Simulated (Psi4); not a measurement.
# CH5In (SMILES [CH3][InH2]) at CCSD(T)/def2-TZVP (core potential)

What is the energy change on altering one bond length of CH5In at CCSD(T)/def2-TZVP (core potential)? 

The calculation is run with Psi4 1.11.

**1. The molecule**

CH5In: 7 atoms, total charge 0, spin state singlet. SMILES: `[CH3][InH2]`. Geometry: relaxed at PBE0-D4/def2-TZVP.

Bond lengths: C1–In2 2.153 Å, C1–H3 1.090 Å, C1–H4 1.093 Å, C1–H5 1.091 Å, In2–H6 1.730 Å, In2–H7 1.731 Å. Angles: C1–In2–H6 120.8°, C1–In2–H7 120.0°, In2–C1–H3 111.6°, In2–C1–H4 109.1°, In2–C1–H5 110.7°, H6–In2–H7 119.3°, H3–C1–H4 108.3°, H3–C1–H5 109.4°, H4–C1–H5 107.6°.

**2. The energy at CCSD(T)/def2-TZVP (core potential)**

Contents of calc.dat:

```
memory 1.6 GB

molecule m {
  0 1
  C     -0.528500    -0.700600    -0.498600
  In     0.594300     0.783800     0.584000
  H     -1.415600    -1.012400     0.052500
  H     -0.848300    -0.280000    -1.455900
  H      0.091200    -1.573000    -0.712000
  H     -0.133500     1.677000     1.874900
  H      2.240400     1.105200     0.155100
  units angstrom
  symmetry c1
}

set basis def2-TZVP
set reference rhf
set puream true
set e_convergence 1e-09
set d_convergence 1e-08
set scf_type pk
set num_frozen_docc 5

energy('ccsd(t)')
print_variables()
```

Run with:

```bash
psi4 calc.dat calc.out -n 1
```

calc.out (excerpt; [...] marks lines left out):

```text
[...]
    !!!  WARNING: ECP capability is in beta. Please check occupations closely.  !!!
[...]
  Running in c1 symmetry.
[...]
  Nuclear repulsion =   68.516881916351011
[...]
  Multiplicity = 1
[...]
  Nalpha       = 16
  Nbeta        = 16
[...]
    Number of basis functions: 111
[...]
   @RHF iter   1:  -229.82788940475587   -1.34764e+00   4.75419e-03 DIIS/ADIIS
[...]
   @RHF iter  11:  -229.96700396517036   -5.05906e-12   3.74477e-09 DIIS
[...]
    Orbital Energies [Eh]
    ---------------------
    Doubly Occupied:
       1A    -11.204092     2A     -5.370777     3A     -3.633058
       4A     -3.622760     5A     -3.621723     6A     -1.023676
       7A     -1.013726     8A     -1.013535     9A     -1.013043
      10A     -1.009583    11A     -0.905690    12A     -0.545236
      13A     -0.541140    14A     -0.538892    15A     -0.395452
      16A     -0.376729
[...]
  @RHF Final Energy:  -229.96700396517036
   => Energetics <=
    Nuclear Repulsion Energy =             68.5168819163510108
    One-Electron Energy =                -525.3095473210165665
    Two-Electron Energy =                 226.8256614394952067
    Total Energy =                       -229.9670039651703632
[...]
 Multipole Moments:
 ------------------------------------------------------------------------------------
     Multipole            Electronic (a.u.)      Nuclear  (a.u.)        Total (a.u.)
 ------------------------------------------------------------------------------------
 L = 1.  Multiply by 2.5417464519 to convert [e a0] to [Debye]
 Dipole X            :         10.7622211          -10.8923140           -0.1300929
 Dipole Y            :         14.2119343          -14.3812605           -0.1693261
 Dipole Z            :         10.4929388          -10.6120548           -0.1191159
 Magnitude           :                                                    0.2445079
[...]
      * MP2 total energy                      = -230.434453679600921
[...]
      * CCSD total energy                     = -230.457282322310363
[...]
      * CCSD(T) total energy                  = -230.471855482550154
[...]
```

It took 51 s on 1 thread of Intel Xeon 6975P-C (Granite Rapids), shared host; peak memory 1.4 GiB.

**3. The distorted shape**

Contents of job.json:

```json
{
 "schema_name": "qcschema_input",
 "schema_version": 1,
 "molecule": {
  "schema_name": "qcschema_molecule",
  "schema_version": 2,
  "symbols": ["C", "In", "H", "H", "H", "H", "H"],
  "geometry": [-2.40402643, 0.65441783, -0.45828504, -0.28224194, 3.45952729, 1.58753246, -4.08040247, 0.06520122, 0.58314303, -3.00836084, 1.44923663, -2.26731986, 0.17234302, -2.97253919, -1.345485, -1.65758461, 5.14743066, 4.02697992, 2.82843624, 4.06688526, 0.77702893],
  "molecular_charge": 0,
  "molecular_multiplicity": 1,
  "fix_symmetry": "c1"
 },
 "driver": "energy",
 "model": {
  "method": "ccsd(t)",
  "basis": "def2-TZVP"
 },
 "keywords": {
  "reference": "rhf",
  "puream": true,
  "e_convergence": 1e-09,
  "d_convergence": 1e-08,
  "scf_type": "pk",
  "num_frozen_docc": 5
 }
}
```

Run with:

```bash
psi4 --qcschema job.json -n 1 --memory 1600MB
```

stdout (excerpt; [...] marks lines left out):

```text
[...]
    !!!  WARNING: ECP capability is in beta. Please check occupations closely.  !!!
[...]
  Running in c1 symmetry.
[...]
  Nuclear repulsion =   65.548295013766506
[...]
  Multiplicity = 1
[...]
  Nalpha       = 16
  Nbeta        = 16
[...]
    Number of basis functions: 111
[...]
   @RHF iter   1:  -229.44560744696491   -1.33479e+00   5.77312e-03 DIIS/ADIIS
[...]
   @RHF iter  13:  -229.76862347650987   -5.43707e-11   6.26800e-09 DIIS
[...]
    Orbital Energies [Eh]
    ---------------------
    Doubly Occupied:
       1A    -11.303383     2A     -5.393027     3A     -3.655199
       4A     -3.645027     5A     -3.644443     6A     -1.046106
       7A     -1.036952     8A     -1.035181     9A     -1.034587
      10A     -1.031701    11A     -0.904790    12A     -0.589516
      13A     -0.561570    14A     -0.434848    15A     -0.410700
      16A     -0.320790
[...]
  @RHF Final Energy:  -229.76862347650987
   => Energetics <=
    Nuclear Repulsion Energy =             65.5482950137665057
    One-Electron Energy =                -518.5381967728905011
    Two-Electron Energy =                 223.2212782826141222
    Total Energy =                       -229.7686234765098732
[...]
 Multipole Moments:
 ------------------------------------------------------------------------------------
     Multipole            Electronic (a.u.)      Nuclear  (a.u.)        Total (a.u.)
 ------------------------------------------------------------------------------------
 L = 1.  Multiply by 2.5417464519 to convert [e a0] to [Debye]
 Dipole X            :          9.2180870           -9.8305023           -0.6124152
 Dipole Y            :         16.7441623          -15.8760563            0.8681060
 Dipole Z            :         11.2025010          -10.9777011            0.2247999
 Magnitude           :                                                    1.0859077
[...]
      * MP2 total energy                      = -230.248232910519079
[...]
      * CCSD total energy                     = -230.291938311354414
[...]
      * CCSD(T) total energy                  = -230.317261074270192
[...]
```

The result, in JSON:

```text
{
 "driver": "energy",
 "model": {
  "method": "ccsd(t)",
  "basis": "def2-TZVP"
 },
 "success": true,
 "return_result": -230.3172610742702,
 "properties": {
  "calcinfo_nbasis": 111,
  "calcinfo_nmo": 111,
  "calcinfo_nalpha": 16,
  "calcinfo_nbeta": 16,
  "calcinfo_natom": 7,
  "nuclear_repulsion_energy": 65.5482950137665,
  "return_energy": -230.3172610742702,
  "scf_one_electron_energy": -518.5381967728905,
  "scf_two_electron_energy": 223.22127828261412,
  "scf_dipole_moment": [-0.6124152362914117, 0.8681060388958919, 0.22479991831829338],
  "scf_total_energy": -229.76862347650987,
  "scf_iterations": 13,
  "mp2_same_spin_correlation_energy": -0.12715508535135045,
  "mp2_opposite_spin_correlation_energy": -0.3524543486518577,
  "mp2_singles_energy": -2.6173622857790157e-27,
  "mp2_doubles_energy": -0.47960943400320816,
  "mp2_correlation_energy": -0.47960943400320816,
  "mp2_total_energy": -230.24823291051908,
  "ccsd_same_spin_correlation_energy": -0.11843219542693012,
  "ccsd_opposite_spin_correlation_energy": -0.40488263941160024,
  "ccsd_singles_energy": 0.0,
  "ccsd_doubles_energy": -0.5233148348385304,
  "ccsd_correlation_energy": -0.5233148348385305,
  "ccsd_total_energy": -230.29193831135441,
  "ccsd_iterations": 19,
  "ccsd_prt_pr_correlation_energy": -0.5486375977543266,
  "ccsd_prt_pr_total_energy": -230.3172610742702
 }
}
```

Run time: 54 s. Hardware: 1 thread of Intel Xeon 6975P-C (Granite Rapids), shared host; peak memory 1.4 GiB.

**4. Outcome**

Level: CCSD(T)/def2-TZVP (core potential), 5 core orbitals frozen.

| quantity | value |
| --- | --- |
| first shape: total energy | -230.47186 Eh |
| first shape: HOMO energy (Hartree–Fock orbitals) | -10.25 eV |
| first shape: LUMO energy (Hartree–Fock orbitals) | 0.75 eV |
| first shape: HOMO–LUMO gap (Hartree–Fock orbitals) | 11.00 eV |
| first shape: correlation energy (5 core orbitals frozen) | -504.9 mEh |
| first shape: (T) correction | -14.57 mEh |
| first shape: T1 diagnostic | 0.013 |
| distorted shape: total energy | -230.31726 Eh |
| distorted shape: HOMO energy (Hartree–Fock orbitals) | -8.73 eV |
| distorted shape: LUMO energy (Hartree–Fock orbitals) | -0.15 eV |
| distorted shape: HOMO–LUMO gap (Hartree–Fock orbitals) | 8.58 eV |
| distorted shape: correlation energy (5 core orbitals frozen) | -548.6 mEh |
| distorted shape: (T) correction | -25.32 mEh |
| distorted shape: T1 diagnostic | 0.035 |
| energy change with the C1–H5 bond stretched from 1.091 to 2.401 Å | 4.207 eV |

What this shows: One bond (distorted shape) is far stretched, which a spin-restricted single reference describes badly; perturbation theory on it can break down and give far too much correlation. With the C1–H5 bond stretched from 1.091 to 2.401 Å the energy rises by 4.21 eV (97 kcal/mol). The first shape isn't relaxed at this level, so the change isn't measured from a minimum. A restricted reference can't describe the breaking bond well at this length. The triples (first shape) make up 2.9 % of the correlation energy. The T1 diagnostic (distorted shape) of 0.035 is above the customary mark for such species, so a single reference may not serve. The triples (distorted shape) make up 4.6 % of the correlation energy.
